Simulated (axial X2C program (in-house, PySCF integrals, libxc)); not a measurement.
**IPdI: the levels of the configuration d8 s0**

Which Ω levels does IPdI have in the configuration d8 s0, and how far apart?

The runs use an in-house X2C program for linear molecules on PySCF integrals; two-component X2C, average-of-configuration Hartree–Fock and CI in the open shells.

All values are calculated.

**1. The job**

The input, task.json:

```json
{"zs": [53, 46, 53], "q": 0, "bas": ["dyall-v4z", "dyall-v4z", "dyall-v4z"], "r0": 2.53, "metal": 1, "shells": [[2, [0, 1, 2], 8], [0, [0], 0]], "fix": 0, "emax": 3.2, "nroots": 4}
```

Keys: zs atomic numbers; q charge; bas basis sets; r0 starting distance in Å; metal index of the metal atom; shells open shells as [l, |m| values, electrons]; fix electron count of the first shell held; emax energy window in eV; nroots roots for each Ω.

Launch:

```console
$ python soci.py task.json out
```

Two-component X2C with atomic mean-field Coulomb and Gaunt terms, basis I dyall-v4z, Pd dyall-v4z (cores contracted in-house). Orbitals come from Hartree–Fock averaged over the configuration Pd d8 s0; CI then distributes these electrons over the d, s shells of Pd.

**2. CI at I–Pd–I held linear, both bonds 2.627 Å**

Output:

```text
average of configuration d8 s0
basis functions 391  fitting functions 1999
iter      average energy  largest gradient
   1     -19232.510263610   5.28e+01
   2     -19237.245452046   4.99e+01
   3     -19240.604645893   4.68e+01
   4     -19242.984454712   4.44e+01
   5     -19245.361663012   4.23e+01
   6     -19247.185628839   3.98e+01
   7     -19249.355534254   3.57e+01
   8     -19250.929528738   3.13e+01
   9     -19252.123765849   2.66e+01
  10     -19253.252927852   2.06e+01
  11     -19255.108076222   1.39e+01
  12     -19256.633693572   7.80e+00
  13     -19257.986694543   6.32e+00
  14     -19258.695779380   3.58e+00
  15     -19258.949367135   2.31e+00
  16     -19259.132510542   2.00e+00
  17     -19259.194154118   1.94e+00
  18     -19259.356380612   3.63e+00
  19     -19259.411128578   4.61e+00
  20     -19259.526438679   2.29e+00
  21     -19259.592148570   2.21e+00
  22     -19259.631676058   2.00e+00
  23     -19259.653973291   1.48e+00
  24     -19259.669564177   1.56e+00
  25     -19259.680051894   1.34e+00
  26     -19259.693784316   1.12e+00
  27     -19259.706650034   4.50e-01
  28     -19259.718282014   2.05e-01
  29     -19259.729699726   5.92e-01
  30     -19259.741052408   1.10e+00
  31     -19259.752566737   1.40e+00
  32     -19259.762750120   1.81e+00
  33     -19259.767645357   1.54e+00
  34     -19259.772020628   1.20e+00
  35     -19259.784152203   2.52e+00
  36     -19259.813191836   3.08e+00
  37     -19259.855781324   4.01e+00
  38     -19259.900618078   3.95e+00
  39     -19259.950815857   4.02e+00
  40     -19260.006766555   3.31e+00
  41     -19260.077864809   2.37e+00
  42     -19260.146727493   1.23e+00
  43     -19260.197198999   1.26e+00
  44     -19260.235951991   9.37e-01
  45     -19260.253895827   2.94e-01
  46     -19260.265701339   3.59e-01
  47     -19260.273240330   3.00e-01
  48     -19260.280567054   2.09e-01
  49     -19260.286693190   3.24e-01
  50     -19260.291962982   3.80e-01
  51     -19260.297189347   3.92e-01
  52     -19260.301702148   2.60e-01
  53     -19260.303382811   2.72e-01
  54     -19260.305668192   7.48e-02
  55     -19260.306307044   1.94e-01
  56     -19260.306815654   5.81e-02
  57     -19260.306905978   5.52e-02
  58     -19260.307030337   2.72e-02
  59     -19260.307058925   2.14e-02
  60     -19260.307092772   8.49e-03
  61     -19260.307097869   1.18e-02
  62     -19260.307108574   6.03e-03
  63     -19260.307110936   8.30e-03
  64     -19260.307114445   4.36e-03
  65     -19260.307115261   3.76e-03
  66     -19260.307115996   2.56e-03
  67     -19260.307116237   2.27e-03
  68     -19260.307116442   6.95e-04
  69     -19260.307116512   1.04e-03
  70     -19260.307116559   8.64e-04
  71     -19260.307116575   5.69e-04
  72     -19260.307116586   1.78e-04
  73     -19260.307116590   1.33e-04
  74     -19260.307116592   1.08e-04
  75     -19260.307116594   7.37e-05
  76     -19260.307116594   5.19e-05
  77     -19260.307116595   8.70e-05
  78     -19260.307116595   3.22e-05
  79     -19260.307116595   3.73e-05
  80     -19260.307116595   1.49e-05
converged
CI levels
2*Omega        energy/Eh    cm-1   g(par)  dipole/D  leading shell counts
    4    -19260.35623903        0   5.258    0.000  {'8 0': 1.0}
    2    -19260.35551149      160   2.146    0.000  {'8 0': 1.0}
    6    -19260.35497364      278   7.945    0.000  {'8 0': 1.0}
    0    -19260.35418531      451   0.000    0.000  {'8 0': 1.0}
    8    -19260.34652340     2132   9.998    0.000  {'8 0': 1.0}
    0    -19260.34520054     2423   0.000    0.000  {'8 0': 1.0}
    4    -19260.34469269     2534   4.697    0.000  {'8 0': 1.0}
    2    -19260.34205917     3112   1.772    0.000  {'8 0': 1.0}
    0    -19260.33793522     4017   0.000    0.000  {'8 0': 1.0}
    2    -19260.33731709     4153   2.115    0.000  {'8 0': 1.0}
    6    -19260.33396670     4888   6.060   -0.000  {'8 0': 1.0}
    4    -19260.32424643     7022   2.155   -0.000  {'8 0': 1.0}
    0    -19260.32199377     7516   0.000    0.000  {'8 0': 1.0}
    2    -19260.31412188     9244   1.967    0.000  {'8 0': 1.0}
    4    -19260.30079955    12168   5.610    0.000  {'8 0': 1.0}
    0    -19260.29472163    13502   0.000    0.000  {'8 0': 0.999}
    0    -19260.29465876    13515   0.000    0.000  {'8 0': 0.999}
    0    -19260.27494864    17841   0.000   -0.000  {'8 0': 1.0}
    6    -19260.26104753    20892   6.008    0.000  {'8 0': 1.0}
    0    -19260.25918896    21300   0.000    0.000  {'8 0': 0.999}
```

Dipoles in the output refer to the first atom as origin.

Run time: 29 s. Hardware: 1 thread of Arm Neoverse V2, shared host; peak memory 0.89 GiB.

Active spinors (ω > 0; filled shells left out):

```tsv
shell	ω	ε (eV)	character
d	3/2	-15.05	100% Pd d
d	5/2	-14.64	100% Pd d
d	1/2	-13.62	87% Pd d, 10% I p
d	3/2	-13.07	84% Pd d, 14% I p
d	1/2	-12.60	72% Pd d, 14% I p, 13% Pd s
s	1/2	0.55	70% Pd s, 16% Pd d, 8% I p
```

The levels:

```tsv
Ω	energy (cm⁻¹)	g∥	configuration
2	0	5.26	100% d8
1	160	2.15	100% d8
3	278	7.94	100% d8
0	451	0.00	100% d8
4	2132	10.00	100% d8
0	2423	0.00	100% d8
2	2534	4.70	100% d8
1	3112	1.77	100% d8
0	4017	0.00	100% d8
1	4153	2.12	100% d8
3	4888	6.06	100% d8
2	7022	2.15	100% d8
0	7516	0.00	100% d8
1	9244	1.97	100% d8
2	12168	5.61	100% d8
0	13502	0.00	100% d8
0	13515	0.00	100% d8
0	17841	0.00	100% d8
3	20892	6.01	100% d8
0	21300	0.00	100% d8
```

g∥ is the magnitude of 2⟨Lz + ge Sz⟩ for the +Ω component.

**3. The same at I–Pd–I held linear, both bonds 2.443 Å**

```tsv
Ω	energy (cm⁻¹)	g∥	configuration
1	0	2.31	100% d8
2	36	5.60	100% d8
0	219	0.00	100% d8
3	967	7.95	100% d8
4	1487	10.00	100% d8
0	2123	0.00	100% d8
2	2808	4.36	100% d8
1	3125	2.91	100% d8
0	3730	0.00	100% d8
1	4128	0.87	100% d8
```

**4. Curves along the symmetric stretch (R is each bond)**

The same input was run at the other distances (logs left out). Energies in cm⁻¹ from the lowest point; levels are followed by energy order within each Ω.

```tsv
R (Å)	(1)Ω=2	(1)Ω=1	(1)Ω=3	(1)Ω=0	(1)Ω=4	(2)Ω=0	(2)Ω=2
2.443	3672	3636	4603	3854	5122	5758	6443
2.535	916	992	1413	1257	2778	3184	3479
2.627	0	160	278	451	2132	2423	2534
2.732	602	817	758	1118	2890	3151	3177
2.837	2473	2728	2564	3036	4803	5110	5102
2.955	5564	5830	5622	6129	7839	8261	8252
```

Constants where the minimum is well bracketed:

```tsv
level of the curve	Te (cm⁻¹)	Re (Å)	ωe (cm⁻¹)
(1)Ω=2	0	2.638	143.8
(1)Ω=1	164	2.634	143.6
(1)Ω=3	254	2.648	146.3
(1)Ω=4	2140	2.624	140.5
(2)Ω=0	2431	2.629	144.0
(2)Ω=2	2536	2.637	146.9
```

**5. What came out**

```
                 quantity                      value
lowest level of the model  Ω = 2, g∥ = 5.26, 100% d8
               next level     Ω = 1, 160 cm⁻¹ higher
  lowest curve, Re and ωe        2.638 Å, 143.8 cm⁻¹
```

In the lowest level ⟨Sz⟩ = 0.63 and ⟨Lz⟩ = 1.37; its leading determinant has weight 0.48 among 60. From 2.627 to 2.443 Å the gap from the lowest to the fifth level goes from 2132 to 1487 cm⁻¹. Without dynamic correlation distances can be off by several hundredths of an Å, and the wavenumbers are rough. Dynamic correlation is missing, so gaps between terms are too wide and other configurations may lie lower; the lowest level listed is that of this model, not necessarily the ground state. For d shells the ligand-field splittings (σ, π, δ) and their order can be off by a thousand cm⁻¹ or more. At most 4 roots were kept for each Ω > 0 (twice that for Ω = 0) within 3.2 eV of the lowest, so higher up levels can be missing between those listed; levels with Ω > 0 are doubly degenerate and listed once, Ω = 0 levels singly. Some active spinors are only partly of the character that their shell is named for, so the shell names and counts are nominal. States that fill the shells left empty in the average are placed too high. The molecule was held linear; bending was not examined.
